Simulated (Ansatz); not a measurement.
MoIr4:

```xyz
5
Lattice="1.3742 0.7934 11.3061 -1.3742 0.7934 11.3061 0.0000 -1.5868 11.3061" Properties=species:S:1:pos:R:3 pbc="T T T"
Ir    0.0000    0.0000   20.3610
Ir    0.0000    0.0000    6.7605
Ir    0.0000    0.0000   27.1578
Ir    0.0000    0.0000   13.5573
Mo    0.0000    0.0000    0.0000
```

The cell comes from a database or a generator and needn't be the stable form of this composition.

Base run:

* Program: Ansatz 0.2.0
* Functional: PBEsol
* Potentials or basis: Ansatz PAW
* Cutoff: 420 eV
* Density cutoff: 1680 eV
* k mesh: 11 × 11 × 11
* Occupations: fermi-dirac, width 0.05 eV
* Spin: no spin polarisation

Its results: band gap on the k mesh none (metal or under the smearing width); pressure -12.0 GPa; largest force 0.046 eV/Å.

**Question.** After a change of settings the same cell gave: band gap on the k mesh none (metal or under the smearing width); pressure -11.5 GPa; largest force 0.072 eV/Å. Which change was it?
A. spin from no spin polarisation to spin-orbit coupling, no magnetisation; potential files from those of the base run to others of the same set
B. functional from PBEsol to RPBE
C. functional from PBEsol to BLYP
D. functional from PBEsol to PBE

**Answer.** A.

Caveats: the PAW data sets come from PBE, with cores solved anew for the run's functional, which leaves a small shift of forces and pressure; the density of states is complete only up to the lowest level of the last band computed (some runs).

Not every run made on this cell is shown here.
